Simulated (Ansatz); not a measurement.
# C2H5AlSe: two geometries relaxed

Are the two ends of the rotation by 180° about the C2–Se4 bond separate minima, and which lies lower? Each is relaxed from a guess. SMILES of the start: C=[C]([AlH2])[SeH].

Method: RKS B3LYP-D4/def2-SVP, in Ansatz 0.2.0.

## (1) The structure to begin with

Bond lengths: C1–C2 1.313 Å, C2–Al3 1.968 Å, C2–Se4 1.868 Å, C1–H5 1.083 Å, C1–H6 1.144 Å, Al3–H7 1.623 Å, Al3–H8 1.560 Å, Se4–H9 1.563 Å. Angles: C1–C2–Al3 119.7°, C1–C2–Se4 121.3°, Al3–C2–Se4 119.0°, C2–C1–H5 124.0°, C2–C1–H6 119.2°, H5–C1–H6 116.1°, C2–Al3–H7 119.5°, C2–Al3–H8 121.0°, H7–Al3–H8 119.3°, C2–Se4–H9 91.8°.

Coordinates:

```xyz
9

C     0.4854    1.3451    0.0031
C    -0.0421    0.1890    0.3337
Al    0.4918   -1.4390   -0.6356
Se   -1.2195    0.0379    1.7758
H     1.1484    1.4894   -0.8412
H     0.1188    2.2958    0.5232
H     1.5927   -1.3360   -1.8240
H    -0.0256   -2.8430   -0.1948
H    -2.4614    0.2147    0.8427
```

## (2) End point A

The input, input.yaml:

```yaml
crystal:
  periodic: [false, false, false]
  atoms:
    - { symbol: C, position_ang: [0.4854, 1.3451, 0.0031] }
    - { symbol: C, position_ang: [-0.0421, 0.189, 0.3337] }
    - { symbol: Al, position_ang: [0.4918, -1.439, -0.6356] }
    - { symbol: Se, position_ang: [-1.2195, 0.0379, 1.7758] }
    - { symbol: H, position_ang: [1.1484, 1.4894, -0.8412] }
    - { symbol: H, position_ang: [0.1188, 2.2958, 0.5232] }
    - { symbol: H, position_ang: [1.5927, -1.336, -1.824] }
    - { symbol: H, position_ang: [-0.0256, -2.843, -0.1948] }
    - { symbol: H, position_ang: [-2.4614, 0.2147, 0.8427] }
basis:
  gaussian: { orbitals: def2-SVP }
hamiltonian:
  xc: b3lyp
  dispersion: d4
relax:
  f_tol: 0.015
  max_steps: 40
output:
  orbitals: {}
```

Command:

```sh
$ ansatz run input.yaml --threads 2 --pin off --max-ram 3072MiB --backend cpu --events-out ev --progress --plain --runs-dir out
```

Log (excerpt; [...] marks lines left out):

```text
Warning: RAYON_NUM_THREADS=2 ignored (pool sized by the plan → 2); use --threads N
[...]
Functional definition: B3LYP
[...]
1109 factors; integrals over basis functions are off by at most 2.6e-4 eV
[...]
mean field -74090.40966050 eV, -2722.7723347399 hartree, gradient 4.6e-5 eV, S^2 0.000000; 0 other end points of the search recorded, 0 dependent functions left out
[...]
reference -74090.40991668 eV, -2722.7723441543 hartree; 32, 32 occupied and 71, 71 virtual orbitals, 1109 factors
relax step   1: F+E_penalty+E_count = -74090.76079669 eV  Δ(F+E_penalty+E_count) = +0.000e0 eV  max|allowed force component| = 3.019e0 eV/Å  Δτ_max = 0.0000 Å  (25 SCF iters, accepted)
[...]
relax step   4: F+E_penalty+E_count = -74091.01646405 eV  Δ(F+E_penalty+E_count) = -6.704e-2 eV  max|allowed force component| = 9.195e-1 eV/Å  Δτ_max = 0.1950 Å  (29 SCF iters, accepted)
[...]
relax step   7: F+E_penalty+E_count = -74091.11140818 eV  Δ(F+E_penalty+E_count) = -1.610e-2 eV  max|allowed force component| = 6.016e-1 eV/Å  Δτ_max = 0.1954 Å  (30 SCF iters, accepted)
[...]
relax step  10: F+E_penalty+E_count = -74091.18076177 eV  Δ(F+E_penalty+E_count) = -1.395e-2 eV  max|allowed force component| = 1.464e-1 eV/Å  Δτ_max = 0.1835 Å  (29 SCF iters, accepted)
[...]
relax step  13: F+E_penalty+E_count = -74091.18679314 eV  Δ(F+E_penalty+E_count) = -9.293e-4 eV  max|allowed force component| = 3.989e-2 eV/Å  Δτ_max = 0.0519 Å  (28 SCF iters, accepted)
[...]
relax step  14: F+E_penalty+E_count = -74091.18731178 eV  Δ(F+E_penalty+E_count) = -5.186e-4 eV  max|allowed force component| = 9.701e-3 eV/Å  Δτ_max = 0.0227 Å  (29 SCF iters, accepted)
1109 factors; integrals over basis functions are off by at most 4.3e-4 eV
mean field -74090.83656039 eV, -2722.7880230217 hartree, gradient 1.1e-5 eV, S^2 0.000000; 1 other end points of the search recorded, 0 dependent functions left out
[...]
reference -74090.83681423 eV, -2722.7880323499 hartree; 32, 32 occupied and 71, 71 virtual orbitals, 1109 factors
Total energy: -74091.18756562 eV, -2722.8009222257 hartree
Atom 0 at     0.587438     1.467493    -0.044142 Å, force     0.007039    -0.002674    -0.006556 eV/Å
Atom 1 at    -0.132643     0.356611     0.216816 Å, force    -0.007546     0.009701     0.006479 eV/Å
Atom 2 at     0.351939    -1.326910    -0.640713 Å, force    -0.000422    -0.001121    -0.002435 eV/Å
Atom 3 at    -1.621294     0.473483     1.436911 Å, force     0.001927    -0.002463    -0.004348 eV/Å
Atom 4 at     1.440751     1.427856    -0.731334 Å, force     0.000857     0.000278    -0.000032 eV/Å
Atom 5 at     0.378864     2.452127     0.395135 Å, force    -0.001728    -0.001304     0.003007 eV/Å
Atom 6 at     1.597820    -1.322020    -1.619737 Å, force     0.000400    -0.000686     0.000216 eV/Å
Atom 7 at    -0.498428    -2.631510    -0.345639 Å, force     0.000944     0.000945     0.000888 eV/Å
Atom 8 at    -2.015947    -0.943230     1.315603 Å, force    -0.001472    -0.002675     0.002780 eV/Å
Dipole moment:     0.082441    -0.039184    -0.078298 e Å
```

It took 42 s on 2 threads of Arm Neoverse V1, shared host; peak memory 0.24 GiB.

Step by step:

| step | energy from step 1 (eV) | largest force component (eV/Å) |
| --- | --- | --- |
| 1 | 0.0000 | 3.0194 |
| 2 | -0.0560 | 1.6315 |
| 3 | -0.1886 | 0.6987 |
| 4 | -0.2557 | 0.9195 |
| 5 | -0.3092 | 0.2399 |
| 6 | -0.3345 | 0.3668 |
| 7 | -0.3506 | 0.6016 |
| 8 | -0.3860 | 0.2933 |
| 9 | -0.4060 | 0.1208 |
| 10 | -0.4200 | 0.1464 |
| 11x | -0.3340 | 0.9401 |
| 12 | -0.4251 | 0.0531 |
| 13 | -0.4260 | 0.0399 |
| 14 | -0.4265 | 0.0097 |

Step 1 is the start. 1 step was tried and not accepted (marked x).

After: Bond lengths: C1–C2 1.349 Å, C2–Al3 1.950 Å, C2–Se4 1.928 Å, C1–H5 1.096 Å, C1–H6 1.098 Å, Al3–H7 1.585 Å, Al3–H8 1.585 Å, Se4–H9 1.476 Å. Angles: C1–C2–Al3 119.5°, C1–C2–Se4 119.0°, Al3–C2–Se4 121.5°, C2–C1–H5 120.5°, C2–C1–H6 124.0°, H5–C1–H6 115.5°, C2–Al3–H7 117.7°, C2–Al3–H8 119.7°, H7–Al3–H8 122.6°, C2–Se4–H9 95.5°.

## (3) End point B

The second end starts from a geometry with the move made by hand.

Changes to input.yaml since step 2:

```diff
@@ -11,3 +11,3 @@
     - { symbol: H, position_ang: [-0.0256, -2.843, -0.1948] }
-    - { symbol: H, position_ang: [-2.4614, 0.2147, 0.8427] }
+    - { symbol: H, position_ang: [-0.03826, -0.14669, 2.7832] }
 basis:
@@ -20,3 +20 @@
   max_steps: 40
-output:
-  orbitals: {}
```

Command:

```sh
$ ansatz run input.yaml --threads 2 --pin off --max-ram 3072MiB --backend cpu --events-out ev --progress --plain --runs-dir out
```

Log (excerpt; [...] marks lines left out):

```text
Warning: RAYON_NUM_THREADS=2 ignored (pool sized by the plan → 2); use --threads N
[...]
Functional definition: B3LYP
[...]
1109 factors; integrals over basis functions are off by at most 2.7e-4 eV
[...]
mean field -74090.39848958 eV, -2722.7719242163 hartree, gradient 4.6e-5 eV, S^2 0.000000; 0 other end points of the search recorded, 0 dependent functions left out
[...]
reference -74090.39874571 eV, -2722.7719336290 hartree; 32, 32 occupied and 71, 71 virtual orbitals, 1109 factors
relax step   1: F+E_penalty+E_count = -74090.74988192 eV  Δ(F+E_penalty+E_count) = +0.000e0 eV  max|allowed force component| = 3.038e0 eV/Å  Δτ_max = 0.0000 Å  (25 SCF iters, accepted)
[...]
relax step   4: F+E_penalty+E_count = -74091.04409903 eV  Δ(F+E_penalty+E_count) = -1.260e-1 eV  max|allowed force component| = 4.893e-1 eV/Å  Δτ_max = 0.1406 Å  (30 SCF iters, accepted)
[...]
Total energy: -74091.18758625 eV, -2722.8009229839 hartree
Atom 0 at     0.475175     1.484729    -0.140826 Å, force     0.002907     0.000896    -0.004106 eV/Å
Atom 1 at     0.154424     0.313788     0.447997 Å, force     0.000665    -0.001202     0.000551 eV/Å
Atom 2 at     0.613053    -1.363906    -0.435491 Å, force     0.000261     0.002169     0.000729 eV/Å
Atom 3 at    -0.749921     0.339766     2.150455 Å, force    -0.000167    -0.004068     0.003410 eV/Å
Atom 4 at     0.987406     1.497445    -1.110145 Å, force    -0.000867     0.000860     0.002672 eV/Å
Atom 5 at     0.255165     2.469995     0.291639 Å, force    -0.001719    -0.002683    -0.001381 eV/Å
Atom 6 at     1.347532    -1.280920    -1.837136 Å, force    -0.000423    -0.000781     0.000728 eV/Å
Atom 7 at     0.248785    -2.741216     0.259148 Å, force    -0.000419     0.000689    -0.001336 eV/Å
Atom 8 at    -0.819979    -1.127170     2.297757 Å, force    -0.000238     0.004121    -0.001267 eV/Å
Dipole moment:     0.054401    -0.035279    -0.101495 e Å
```

Run time: 42 s. Hardware: 2 threads of Arm Neoverse V1, shared host; peak memory 0.24 GiB.

The steps of the relaxation:

```csv
step,energy from step 1 (eV),largest force component (eV/Å)
1,0.0000,3.0382
2,-0.0685,2.0560
3,-0.1682,1.0336
4,-0.2942,0.4893
5,-0.3319,0.1518
6,-0.3414,0.6410
7,-0.3873,0.1698
8,-0.4079,0.1727
9,-0.4256,0.0667
10,-0.4330,0.1294
11,-0.4363,0.1176
12,-0.4364,0.1628
13,-0.4374,0.0342
14,-0.4374,0.0041
```

Step 1 is the start.

After: Bond lengths: C1–C2 1.349 Å, C2–Al3 1.951 Å, C2–Se4 1.928 Å, C1–H5 1.096 Å, C1–H6 1.098 Å, Al3–H7 1.585 Å, Al3–H8 1.585 Å, Se4–H9 1.476 Å. Angles: C1–C2–Al3 119.5°, C1–C2–Se4 119.0°, Al3–C2–Se4 121.5°, C2–C1–H5 120.5°, C2–C1–H6 124.0°, H5–C1–H6 115.6°, C2–Al3–H7 117.7°, C2–Al3–H8 119.7°, H7–Al3–H8 122.7°, C2–Se4–H9 95.6°.

## (4) Summary of results

| quantity | value |
| --- | --- |
| end A | 12 moves, 0.427 eV lower |
| end B | 13 moves, 0.437 eV lower |
| largest difference between the ends | 0.02 Å |
| end B relative to end A | -0.000 eV |

Both starts fell into the same minimum (no atom differs by more than 0.02 Å), so from this start no second minimum was found and no band was run; another arrangement could still be one.
